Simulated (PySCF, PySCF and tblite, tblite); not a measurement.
# C5H10GeSi: a path driven as a shift of bonds, and NMR exchange

How fast is a shift of bonds in C5H10GeSi (`[SiH3][C]1([GeH3])C=CC=C1`), and when do the exchanging lines merge?

Computed with tblite 0.8.0 (tight binding) and PySCF 2.14.0 (DFT, with response routines of our own); each step states its level. Atoms count from 0 throughout.

## (1) The molecule as given

17 atoms, charge 0, multiplicity 1; geometry from: force field or distance geometry start.

Bonds of the start (Å): C1–C3 1.50, C1–C6 1.49, C1–Ge2 1.94, C3–C4 1.32, C3–H13 1.09, C4–C5 1.46, C4–H14 1.07, C5–C6 1.32, C5–H15 1.08, C6–H16 1.08, Ge2–H10 1.56, Ge2–H11 1.56, Ge2–H12 1.54, Si0–C1 1.86, Si0–H7 1.47, Si0–H8 1.47, Si0–H9 1.46.

## (2) GFN2-xTB relaxation, start minimum

The job: settings as JSON, then the geometry in Å.

```
{"job": {"xc": "GFN2-xTB", "basis": "xTB", "kind": "relax"}, "charge": 0, "multiplicity": 1}
Si    -1.571400    -0.982300    -0.769600
C     -0.200700     0.040500    -0.031800
Ge    -0.862900     1.729400     0.656500
C      0.512500    -0.713400     1.044700
C      1.784600    -0.893300     0.740300
C      2.028300    -0.279400    -0.562100
C      0.908300     0.258300    -1.008800
H     -2.181800    -0.228900    -1.876200
H     -2.592700    -1.251000     0.259200
H     -1.043500    -2.253400    -1.264300
H     -1.511200     2.530100    -0.514400
H     -1.944100     1.459000     1.744700
H      0.293500     2.546700     1.272800
H      0.067500    -1.079900     1.967700
H      2.513400    -1.397100     1.344400
H      2.978200    -0.255500    -1.068500
H      0.815000     0.782200    -1.944600
```

Launch:

```console
$ OMP_NUM_THREADS=1 python ens_run.py task.json out
```

The driver reads the study from task.json and runs its stages one after another.

Log:

```text
step      E/eV     max force
  0    -527.98804    1.852
  1    -528.08555    1.071
  2    -528.11896    0.444
  3    -528.14122    0.280
  4    -528.15536    0.387
  5    -528.16357    0.377
  6    -528.17000    0.186
  7    -528.17311    0.158
  8    -528.17494    0.105
  9    -528.17611    0.124
 10    -528.17670    0.082
 11    -528.17704    0.055
 12    -528.17733    0.045
 13    -528.17757    0.030
 14    -528.17772    0.024
 15    -528.17783    0.028
 16    -528.17795    0.026
 17    -528.17806    0.027
 18    -528.17815    0.019
 19    -528.17821    0.023
 20    -528.17827    0.020
 21    -528.17834    0.021
 22    -528.17839    0.017
 23    -528.17843    0.016
 24    -528.17847    0.014
 25    -528.17850    0.015
 26    -528.17854    0.018
 27    -528.17859    0.015
 28    -528.17865    0.021
 29    -528.17872    0.025
 30    -528.17879    0.024
 31    -528.17887    0.020
 32    -528.17894    0.025
 33    -528.17900    0.023
 34    -528.17903    0.014
 35    -528.17905    0.012
 36    -528.17906    0.009
 37    -528.17907    0.007
 38    -528.17908    0.005
 39    -528.17908    0.004
 40    -528.17908    0.003
```

Wall time 0.33 s (1 thread of Arm Neoverse V1, shared host).

Relaxing gained 0.191 eV and moved the atoms by 0.05 Å on average (rms).

## (3) Relaxed scan, to the middle

The job: settings as JSON, then the geometry in Å.

```
{"job": {"xc": "GFN2-xTB", "basis": "xTB", "coordinate": [["d", [0, 1], 1], ["d", [0, 6], -1]], "kind": "drive"}, "charge": 0, "multiplicity": 1}
Si    -1.582845    -1.013508    -0.785880
C     -0.180952     0.027260    -0.022202
Ge    -0.862431     1.748762     0.664511
C      0.499860    -0.713275     1.053383
C      1.798007    -0.890534     0.723883
C      2.041782    -0.286332    -0.548099
C      0.893664     0.262841    -1.001290
H     -2.183842    -0.263993    -1.892633
H     -2.594067    -1.278209     0.241358
H     -0.990998    -2.261422    -1.265039
H     -1.486241     2.563695    -0.429059
H     -1.901503     1.541265     1.725884
H      0.258995     2.543729     1.258087
H     -0.000714    -1.064158     1.939513
H      2.545715    -1.398976     1.307983
H      2.996614    -0.281558    -1.045147
H      0.741957     0.776443    -1.935165
```

Log:

```text
point  coordinate     E/eV
  0     -0.726     -528.15450
  1     -0.561     -528.08527
  2     -0.390     -527.97436
  3     -0.208     -527.85403
  4     -0.013     -527.76806
```

Wall time 1.7 s (1 thread of Arm Neoverse V1, shared host).

The highest point is number 4, 8.9 kcal/mol above the first.

## (4) Relaxed scan, from the middle, back

The job: settings as JSON, then the geometry in Å.

```
{"job": {"xc": "GFN2-xTB", "basis": "xTB", "coordinate": [["d", [0, 1], 1], ["d", [0, 6], -1]], "kind": "drive"}, "charge": 0, "multiplicity": 1}
Si    -1.102131    -0.871617    -0.931380
C      0.006837     0.344516     0.352140
Ge    -1.094884     1.857077     0.839537
C      0.680177    -0.535869     1.226740
C      1.729189    -1.140588     0.552050
C      1.762523    -0.670913    -0.753749
C      0.692437     0.218499    -0.934612
H     -1.484185    -0.443326    -2.283332
H     -2.385713    -0.819913    -0.201899
H     -0.554684    -2.213653    -0.816137
H     -1.764908     2.420451    -0.375423
H     -2.152883     1.490400     1.831160
H     -0.274042     2.955666     1.445008
H      0.410852    -0.698610     2.256362
H      2.408507    -1.859780     0.976620
H      2.469397    -0.962327    -1.510862
H      0.627279     0.953061    -1.720353
```

Log:

```text
point  coordinate     E/eV
  0     -0.147     -527.81992
  1     -0.264     -527.88921
  2     -0.374     -527.96149
  3     -0.483     -528.03715
  4     -0.585     -528.09670
  5     -0.687     -528.14251
  6     -0.786     -528.16696
  7     -0.888     -528.17854
```

Run time: 2.1 s. Hardware: 1 thread of Arm Neoverse V1, shared host.

## (5) Relaxed scan, from the middle, on

job is that of step 4.

Log:

```text
point  coordinate     E/eV
  0      0.113     -527.77184
  1      0.243     -527.83066
  2      0.360     -527.90754
  3      0.475     -527.99744
  4      0.578     -528.06454
  5      0.681     -528.11266
  6      0.783     -528.14075
  7      0.883     -528.14335
```

Wall time 2 s (1 thread of Arm Neoverse V1, shared host).

## (6) Nudged elastic band, leg 1

The job: settings as JSON, then the geometry in Å.

```
{"job": {"xc": "GFN2-xTB", "basis": "xTB", "kind": "neb"}, "charge": 0, "multiplicity": 1}
Si    -1.578507    -1.009331    -0.790858
C     -0.181919     0.035132    -0.020951
Ge    -0.873287     1.751705     0.666365
C      0.495868    -0.711368     1.052347
C      1.792095    -0.897219     0.720000
C      2.038040    -0.290870    -0.550533
C      0.893204     0.268183    -1.000016
H     -2.177868    -0.260172    -1.898905
H     -2.593749    -1.278011     0.231547
H     -0.980710    -2.255079    -1.268705
H     -1.502661     2.563996    -0.426060
H     -1.910425     1.536706     1.728141
H      0.243318     2.553271     1.260099
H     -0.005515    -1.060161     1.938830
H      2.536884    -1.413093     1.301232
H      2.991918    -0.291072    -1.049355
H      0.744122     0.786851    -1.931516
```

Log:

```text
image   E - E0 / eV
  0       0.0000
  1       0.0699
  2       0.4175
  3       0.2060
  4       0.0574
  5       0.0234
  6       0.0119
```

It took 4 s on 1 thread of Arm Neoverse V1, shared host.

The highest point is number 2, 9.6 kcal/mol above the first.

## (7) Saddle search, leg 1

The job: settings as JSON, then the geometry in Å.

```
{"job": {"xc": "GFN2-xTB", "basis": "xTB", "kind": "saddle"}, "charge": 0, "multiplicity": 1}
Si    -1.089638    -0.880218    -0.971981
C     -0.000481     0.345439     0.359056
Ge    -1.097569     1.840186     0.905747
C      0.700608    -0.514867     1.226243
C      1.741186    -1.118345     0.534533
C      1.742063    -0.662515    -0.773894
C      0.665080     0.227521    -0.939294
H     -1.289742    -0.729839    -2.422345
H     -2.426529    -0.580475    -0.429845
H     -0.651213    -2.214310    -0.599168
H     -1.807602     2.436303    -0.269466
H     -2.129091     1.431896     1.909921
H     -0.265094     2.917105     1.531579
H      0.446137    -0.682101     2.259112
H      2.435276    -1.829504     0.947269
H      2.432635    -0.951244    -1.546101
H      0.593973     0.964968    -1.721366
```

Log:

```text
step      E/eV     max force
  0    -527.76161   0.0424
  1    -527.76413   0.0557
  2    -527.76432   0.0086
  3    -527.76434   0.0022
lowest wavenumbers (cm-1): -233.8 75.1 121.3 159.5 191.7 206.4
```

Wall time 3.7 s (1 thread of Arm Neoverse V1, shared host); peak memory 0.2 GiB.

Point group C1; 1 imaginary mode, 234i cm⁻¹, carried by Si0, C1, C6, C3. Steps downhill from it reached both ends.

## (8) DFT refinement, start: PBE0-D3(BJ)/def2-SVP

The job: settings as JSON, then the geometry in Å.

```
{"job": {"xc": "PBE0", "basis": "def2-SVP", "kind": "refine"}, "charge": 0, "multiplicity": 1}
Si    -1.582845    -1.013508    -0.785880
C     -0.180952     0.027260    -0.022202
Ge    -0.862431     1.748762     0.664511
C      0.499860    -0.713275     1.053383
C      1.798007    -0.890534     0.723883
C      2.041782    -0.286332    -0.548099
C      0.893664     0.262841    -1.001290
H     -2.183842    -0.263993    -1.892633
H     -2.594067    -1.278209     0.241358
H     -0.990998    -2.261422    -1.265039
H     -1.486241     2.563695    -0.429059
H     -1.901503     1.541265     1.725884
H      0.258995     2.543729     1.258087
H     -0.000714    -1.064158     1.939513
H      2.545715    -1.398976     1.307983
H      2.996614    -0.281558    -1.045147
H      0.741957     0.776443    -1.935165
```

Log:

```text
step      E/eV     max force
  0    -69712.94157   0.8169
  1    -69713.06096   0.2545
  2    -69713.06788   0.0251
  3    -69713.06794   0.0044
```

Run time: 99 s. Hardware: 1 thread of Arm Neoverse V1, shared host; peak memory 0.75 GiB.

Gain 0.126 eV; displacement 0.03 Å root mean square.

**DFT refinement, saddle of leg 1: PBE0-D3(BJ)/def2-SVP**

The job: settings as JSON, then the geometry in Å.

```
{"job": {"xc": "PBE0", "basis": "def2-SVP", "kind": "refine"}, "charge": 0, "multiplicity": 1}
Si    -1.084712    -0.885020    -0.974623
C     -0.001341     0.343405     0.367471
Ge    -1.096765     1.846446     0.893688
C      0.692060    -0.524325     1.230422
C      1.735668    -1.125328     0.537846
C      1.743675    -0.660239    -0.765924
C      0.663103     0.228177    -0.931782
H     -1.348573    -0.678828    -2.408120
H     -2.403544    -0.643963    -0.363579
H     -0.606841    -2.221813    -0.663376
H     -1.792961     2.430099    -0.295996
H     -2.137603     1.466665     1.899129
H     -0.259340     2.928797     1.503070
H      0.434622    -0.697607     2.261598
H      2.425704    -1.840758     0.950094
H      2.437368    -0.943751    -1.537148
H      0.599478     0.978044    -1.702770
```

Log:

```text
step      E/eV     max force
  0    -69712.30087   0.8543
  1    -69712.42536   0.2925
  2    -69712.45197   0.0978
  3    -69712.45197   0.0680
  4    -69712.44847   0.1241
  5    -69712.45208   0.0157
  6    -69712.45211   0.0055
```

Run time: 2.8 min. Hardware: 1 thread of Arm Neoverse V1, shared host; peak memory 0.75 GiB.

The energy fell by 0.151 eV, and the atoms moved 0.08 Å (root mean square).

## (9) DFT refinement, end: PBE0-D3(BJ)/def2-SVP

The job: settings as JSON, then the geometry in Å.

```
{"job": {"xc": "PBE0", "basis": "def2-SVP", "kind": "refine"}, "charge": 0, "multiplicity": 1}
Si    -1.181856    -1.033672    -1.313046
C      0.185526     0.523334     0.532298
Ge    -1.111483     1.823443     1.116238
C      1.092565    -0.127323     1.302432
C      1.902732    -0.978455     0.485935
C      1.508827    -0.854297    -0.797899
C      0.343974     0.046872    -0.863960
H     -0.945310    -1.595268    -2.645172
H     -2.366949    -0.172408    -1.340540
H     -1.313064    -2.092342    -0.314502
H     -1.143327     3.005933     0.196987
H     -2.509221     1.283153     1.156719
H     -0.783113     2.315330     2.487529
H      1.206907    -0.017557     2.368033
H      2.704091    -1.593671     0.856775
H      1.931950    -1.342232    -1.657518
H      0.408561     0.838629    -1.608646
```

Log:

```text
step      E/eV     max force
  0    -69712.79026   0.8896
  1    -69712.91917   0.2146
  2    -69712.92588   0.1188
  3    -69712.92497   0.0892
  4    -69712.92660   0.0182
  5    -69712.92679   0.0394
  6    -69712.92690   0.0226
  7    -69712.92700   0.0045
```

It took 3.1 min on 1 thread of Arm Neoverse V1, shared host; peak memory 0.75 GiB.

Gain 0.137 eV; displacement 0.09 Å root mean square.

## (10) Shieldings, start: B3LYP/pcSseg-1

The job: settings as JSON, then the geometry in Å.

```
{"job": {"kind": "nmr", "xc": "B3LYP", "basis": "pcSseg-1", "pop": false}, "charge": 0, "multiplicity": 1}
Si    -1.568011    -1.005710    -0.779785
C     -0.184453     0.043410    -0.015549
Ge    -0.865199     1.770337     0.674144
C      0.492715    -0.710763     1.067733
C      1.801070    -0.894343     0.730941
C      2.047509    -0.284574    -0.553658
C      0.891383     0.275558    -1.010312
H     -2.203288    -0.264249    -1.912373
H     -2.618413    -1.290782     0.245628
H     -0.992295    -2.288421    -1.279115
H     -1.502688     2.562886    -0.482445
H     -1.928951     1.500810     1.754878
H      0.321179     2.544641     1.267921
H     -0.003265    -1.057517     1.975979
H      2.547201    -1.418341     1.330332
H      3.007969    -0.278352    -1.071352
H      0.750539     0.807439    -1.952877
```

Log:

```text
coarse grid: 64448 points
cycle   1  E = -2562.7369172947  dE =  6.339e-02  |g| = 9.970e-01  |ddm| = 3.913e+00
cycle   2  E = -2562.6522271336  dE =  8.469e-02  |g| = 1.140e+00  |ddm| = 1.401e+00
cycle   3  E = -2562.8264973237  dE = -1.743e-01  |g| = 1.417e-01  |ddm| = 1.025e+00
cycle   4  E = -2562.8311594671  dE = -4.662e-03  |g| = 6.012e-02  |ddm| = 2.188e-01
cycle   5  E = -2562.8319059505  dE = -7.465e-04  |g| = 1.746e-02  |ddm| = 6.323e-02
cycle   6  E = -2562.8319771929  dE = -7.124e-05  |g| = 5.638e-03  |ddm| = 1.960e-02
cycle   7  E = -2562.8319844921  dE = -7.299e-06  |g| = 1.146e-03  |ddm| = 6.727e-03
final grid: 134728 points
cycle   8  E = -2562.8320329432  dE =  2.263e-07  |g| = 1.730e-03  |ddm| = 5.455e-03
cycle   9  E = -2562.8320314324  dE =  1.511e-06  |g| = 2.986e-03  |ddm| = 5.273e-03
cycle  10  E = -2562.8320337027  dE = -2.270e-06  |g| = 3.942e-04  |ddm| = 3.215e-03
cycle  11  E = -2562.8320337419  dE = -3.925e-08  |g| = 5.663e-05  |ddm| = 3.821e-04
cycle  12  E = -2562.8320337426  dE = -6.903e-10  |g| = 6.660e-06  |ddm| = 6.952e-05
converged SCF energy = -2562.8320337426

GIAO shielding tensors (ppm)
atom      isotropic    diamagn.    paramagn.     s11        s22        s33       span
  0 Si     400.681     879.022    -478.341    362.636    381.463    457.944     95.308
  1 C      132.703     254.693    -121.990    109.289    136.457    152.364     43.076
  2 Ge    1488.994    2754.948   -1265.953   1399.889   1442.762   1624.332    224.443
  3 C       33.683     254.315    -220.632    -71.508     31.397    141.160    212.668
  4 C       40.319     253.727    -213.408    -57.861     36.156    142.663    200.524
  5 C       40.324     253.727    -213.403    -57.853     36.158    142.667    200.520
  6 C       33.690     254.326    -220.636    -71.521     31.407    141.185    212.706
  7 H       27.092      29.253      -2.161     23.658     24.943     32.674      9.016
  8 H       27.093      29.251      -2.158     23.658     24.943     32.676      9.018
  9 H       28.327      28.607      -0.280     24.005     26.267     34.710     10.705
 10 H       26.969      29.050      -2.080     20.613     22.500     37.795     17.182
 11 H       26.969      29.050      -2.081     20.612     22.500     37.796     17.185
 12 H       28.220      28.508      -0.289     21.194     24.412     39.053     17.859
 13 H       24.747      32.699      -7.951     22.905     23.307     28.030      5.125
 14 H       24.479      30.887      -6.408     22.549     23.532     27.356      4.806
 15 H       24.479      30.886      -6.407     22.549     23.533     27.356      4.806
 16 H       24.747      32.697      -7.951     22.903     23.308     28.029      5.127
```

Wall time 39 s (1 thread of Arm Neoverse V1, shared host); peak memory 1 GiB.

Key values: HOMO -6.33 eV, LUMO -0.86 eV; dipole 0.25 D.

## (11) Shieldings, saddle of leg 1: B3LYP/pcSseg-1

The job: settings as JSON, then the geometry in Å.

```
{"job": {"kind": "nmr", "xc": "B3LYP", "basis": "pcSseg-1", "pop": false}, "charge": 0, "multiplicity": 1}
Si    -1.074862    -0.860071    -0.997908
C      0.020829     0.383801     0.369209
Ge    -1.109546     1.860022     0.928513
C      0.694824    -0.505813     1.243141
C      1.750673    -1.118803     0.554236
C      1.765035    -0.660803    -0.766467
C      0.705515     0.265469    -0.927946
H     -1.296654    -0.743436    -2.479828
H     -2.432731    -0.533101    -0.441984
H     -0.660898    -2.233397    -0.620434
H     -1.918159     2.353852    -0.286088
H     -2.066021     1.371867     2.028293
H     -0.240804     3.012900     1.462610
H      0.402058    -0.706911     2.274398
H      2.415029    -1.879629     0.966062
H      2.441027    -0.985740    -1.557452
H      0.604687     0.979794    -1.748355
```

Log:

```text
coarse grid: 64448 points
cycle   1  E = -2562.7088405961  dE =  1.547e-01  |g| = 9.940e-01  |ddm| = 3.957e+00
cycle   2  E = -2562.6145963531  dE =  9.424e-02  |g| = 1.142e+00  |ddm| = 1.460e+00
cycle   3  E = -2562.7959964743  dE = -1.814e-01  |g| = 1.661e-01  |ddm| = 1.119e+00
cycle   4  E = -2562.8028106585  dE = -6.814e-03  |g| = 7.608e-02  |ddm| = 2.853e-01
cycle   5  E = -2562.8040404583  dE = -1.230e-03  |g| = 2.203e-02  |ddm| = 9.903e-02
cycle   6  E = -2562.8041630436  dE = -1.226e-04  |g| = 5.256e-03  |ddm| = 2.978e-02
cycle   7  E = -2562.8041688994  dE = -5.856e-06  |g| = 9.276e-04  |ddm| = 6.498e-03
final grid: 134728 points
cycle   8  E = -2562.8040884881  dE =  2.315e-07  |g| = 1.529e-03  |ddm| = 4.979e-03
cycle   9  E = -2562.8040869397  dE =  1.548e-06  |g| = 2.886e-03  |ddm| = 4.987e-03
cycle  10  E = -2562.8040890979  dE = -2.158e-06  |g| = 2.590e-04  |ddm| = 3.214e-03
cycle  11  E = -2562.8040891126  dE = -1.464e-08  |g| = 4.419e-05  |ddm| = 2.857e-04
cycle  12  E = -2562.8040891130  dE = -4.338e-10  |g| = 8.087e-06  |ddm| = 6.105e-05
converged SCF energy = -2562.8040891130

GIAO shielding tensors (ppm)
atom      isotropic    diamagn.    paramagn.     s11        s22        s33       span
  0 Si     378.781     876.757    -497.976    238.959    441.067    456.316    217.357
  1 C       82.735     263.156    -180.421     14.758     73.725    159.722    144.964
  2 Ge    1521.530    2754.172   -1232.642   1464.276   1494.521   1605.792    141.517
  3 C       39.286     250.386    -211.101    -57.406     28.409    146.854    204.260
  4 C       39.958     253.563    -213.605    -56.260     25.504    150.631    206.892
  5 C       42.289     252.566    -210.277    -46.813     18.893    154.787    201.600
  6 C       80.462     255.166    -174.704     11.100     87.345    142.942    131.842
  7 H       26.044      28.649      -2.605     22.067     23.210     32.855     10.788
  8 H       26.247      29.360      -3.112     21.539     25.162     32.041     10.502
  9 H       30.398      29.214       1.185     24.963     28.612     37.620     12.658
 10 H       27.164      28.570      -1.406     20.398     23.661     37.433     17.034
 11 H       26.856      28.627      -1.771     20.608     22.380     37.580     16.972
 12 H       27.070      27.847      -0.777     20.772     22.000     38.437     17.664
 13 H       24.454      32.282      -7.828     21.410     23.466     28.487      7.076
 14 H       24.159      30.444      -6.285     21.928     24.896     25.652      3.724
 15 H       24.355      31.068      -6.714     21.934     24.335     26.796      4.862
 16 H       25.963      33.176      -7.212     22.680     26.479     28.732      6.052
```

It took 36 s on 1 thread of Arm Neoverse V1, shared host; peak memory 0.94 GiB.

Key values: HOMO -6.42 eV, LUMO -0.53 eV; dipole 0.21 D.

(Part 1 of 2 ends here.)
